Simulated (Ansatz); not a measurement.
# AlBClH₃OS: one species, many methods

Aim: compute AlBClH₃OS with functionals from several rungs and with coupled cluster. The yardstick is the atomisation energy at the CCSD(T) limit.

Method: functionals in def2-TZVPP, the program's frozen cores in correlated methods; program: Ansatz 0.2.0, Gaussian basis.

The runs, in order: LDA (SPW92), PBE-D4, revPBE-D4, BLYP-D4, r2SCAN-D4, B97M-V, PBE0-D4, B3LYP-D4, r2SCANh-D4, r2SCAN0-D4, HSE06-D4, BHLYP-D4, CAM-B3LYP-D4, LC-ωPBE, ωB97X-V, ωB97M-V, B2PLYP, PBE-QIDH; CCSD(T)/def2-SVP; CCSD(T)/def2-TZVPP; MP2/def2-QZVPP; extrapolation to the limit; RPA on PBE.

**1. Structure used throughout**

All runs share one geometry, relaxed beforehand with PBE0-D4 in a triple-zeta def2 set.

SMILES `SB[O][AlH][Cl]`, 8 atoms, charge 0, spin multiplicity 1.

Atoms are counted from 1 here; the program's logs count them from 0.

Bond lengths: S1–B2 1.812 Å, S1–H6 1.341 Å, B2–O3 1.338 Å, B2–H7 1.198 Å, O3–Al4 1.672 Å, Al4–Cl5 2.084 Å, Al4–H8 1.562 Å. Angles: B2–S1–H6 96.0°, S1–B2–O3 119.0°, S1–B2–H7 119.6°, O3–B2–H7 121.4°, B2–O3–Al4 173.9°, O3–Al4–Cl5 117.9°, O3–Al4–H8 120.3°, Cl5–Al4–H8 121.8°.

**2. LDA**

This LDA is Slater exchange with PW92 correlation.

Contents of in.yaml:

```yaml
crystal:
  periodic: [false, false, false]
  atoms:
    - {symbol: S, position_ang: [-2.301855, 0.440714, 0.214907]}
    - {symbol: B, position_ang: [-0.565582, 0.561951, 0.717554]}
    - {symbol: O, position_ang: [0.346543, -0.186032, 0.086383]}
    - {symbol: Al, position_ang: [1.470292, -1.008707, -0.839649]}
    - {symbol: Cl, position_ang: [2.252041, -0.042398, -2.511977]}
    - {symbol: H, position_ang: [-2.769084, 1.326697, 1.106471]}
    - {symbol: H, position_ang: [-0.258236, 1.301058, 1.609051]}
    - {symbol: H, position_ang: [1.917979, -2.450385, -0.438540]}
basis:
  gaussian: {orbitals: def2-TZVPP}
hamiltonian: {xc: lda}
output: {orbitals: {seedname: orbitals}}
```

Started as:

```
$ ansatz run in.yaml --threads 2 --pin off --events-out ev --progress --plain --max-ram 4352MiB
```

Further steps of the session: PBE-D4 (GGA); revPBE-D4 (GGA); BLYP-D4 (GGA); r2SCAN-D4 (meta-GGA); B97M-V (meta-GGA); B3LYP-D4 (hybrid); r2SCANh-D4 (hybrid); r2SCAN0-D4 (hybrid); HSE06-D4 (hybrid); BHLYP-D4 (hybrid); CAM-B3LYP-D4 (range-separated); LC-ωPBE (range-separated); ωB97X-V (range-separated); ωB97M-V (range-separated); B2PLYP (double hybrid); PBE-QIDH (double hybrid); CCSD(T) in def2-SVP; CCSD(T) in def2-TZVPP; MP2 in def2-QZVPP; RPA on PBE orbitals.

Q: Predict the results of all the runs planned. Wanted: atomisation energy, CCSD(T)/CBS; farthest beyond LDA; mean size of error, GGA; mean size of error, meta-GGA; mean size of error, hybrid; mean size of error, range-separated; mean size of error, double hybrid; gap, smallest and largest; T1 diagnostic.

**Answer**, as computed:

| quantity | value |
| --- | --- |
| atomisation energy, CCSD(T)/CBS | 30.003 eV |
| functionals within 0.150 eV (0.5 %) | PBE0-D4, r2SCANh-D4, HSE06-D4, CAM-B3LYP-D4, ωB97X-V |
| farthest beyond LDA | BHLYP-D4 (-0.872 eV) |
| mean size of error, GGA | 0.349 eV |
| mean size of error, meta-GGA | 0.414 eV |
| mean size of error, hybrid | 0.274 eV |
| mean size of error, range-separated | 0.147 eV |
| mean size of error, double hybrid | 0.266 eV |
| gap, smallest and largest | 4.69 eV (LDA (SPW92)), 11.52 eV (LC-ωPBE) |
| T1 diagnostic | 0.0128 |
| triples share of the correlation energy | 3.9 % |

In words: The LDA atomisation energy is off by 3.978 eV (13 %): it overbinds. PBE-D4 is off by +0.305 eV. Double hybrids carry the basis error of their MP2 part in triple zeta, and no dispersion term here, so their miss is partly the set-up's. Taken by rung, range-separated functionals do best (0.147 eV on average) and meta-GGA ones worst beyond LDA (0.414 eV). The reference freezes the cores and leaves out relativity and excitations past (T), so misses under about 0.150 eV can't be ranked. Hartree-Fock recovers 76 % of the binding; the rest is correlation. CCSD(T) in def2-SVP is off by -1.756 eV, more than most functionals: a good method in a small basis is no reference. Orbital gaps span 4.7 to 11.5 eV; exact exchange widens them.
